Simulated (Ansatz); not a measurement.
Crystal: Mn3Al.

```
CELL_PARAMETERS angstrom
0.00000 2.85803 2.85803
2.85803 0.00000 2.85803
2.85803 2.85803 0.00000
ATOMIC_POSITIONS crystal
Mn 0.00000 0.00000 0.00000
Mn 0.25000 0.25000 0.25000
Mn 0.75000 0.75000 0.75000
Al 0.50000 0.50000 0.50000
```

The cell comes from a database or a generator and needn't be the stable form of this composition.

```yaml
Program: Ansatz 0.2.0
Task: single point
Functional: PBEsol
Potentials_or_basis: all-electron LAPW, scalar-relativistic
Cutoff: 306 eV (chosen from the basis error)
Basis_error_allowed: 0.001 eV/atom
k_mesh: 8 × 8 × 8
Occupations: fermi-dirac, width 0.05 eV
Spin: collinear spin, ferromagnetic start
Starting_moments: "[4.0, 4.0, 4.0, 0.0] μB"
```

On this cell: pressure -2.6 GPa; largest force zero by symmetry; net moment 0.00 μB per cell; site moments Mn +2.39, -1.19; Al -0.01 μB; band gap on the k mesh none (metal or under the smearing width).

The same run follows on a disturbed copy (atoms moved at random, drawn with an rms of 0.05 Å):

```
Mn Al
1.0
     0.00000    2.85803    2.85803
     2.85803    0.00000    2.85803
     2.85803    2.85803    0.00000
Mn Al
3 1
Direct
  0.99340 0.00677 0.99322
  0.24748 0.24799 0.25410
  0.75384 0.74728 0.75702
  0.49957 0.49548 0.49672
```

**Question.** What changes?

**Answer.** The energy (extrapolated to zero smearing) moves by +4.2 meV/atom; pressure -2.5 GPa; largest force 0.457 eV/Å; net moment 0.01 μB per cell; site moments Mn +2.37, -1.18, -1.17; Al -0.00 μB; band gap on the k mesh none (metal or under the smearing width).

Forces in eV/Å, atoms in the order of the input:
```
Mn   0.000  0.151 -0.023
Mn  -0.129 -0.020  0.068
Mn  -0.205 -0.384 -0.140
Al   0.333  0.253  0.095
```

Stress tensor (GPa, compression positive):
```
-2.47 -0.13 -0.25
-0.13 -2.55 -0.04
-0.25 -0.04 -2.41
```

Caveats: the starting moments weren't kept.
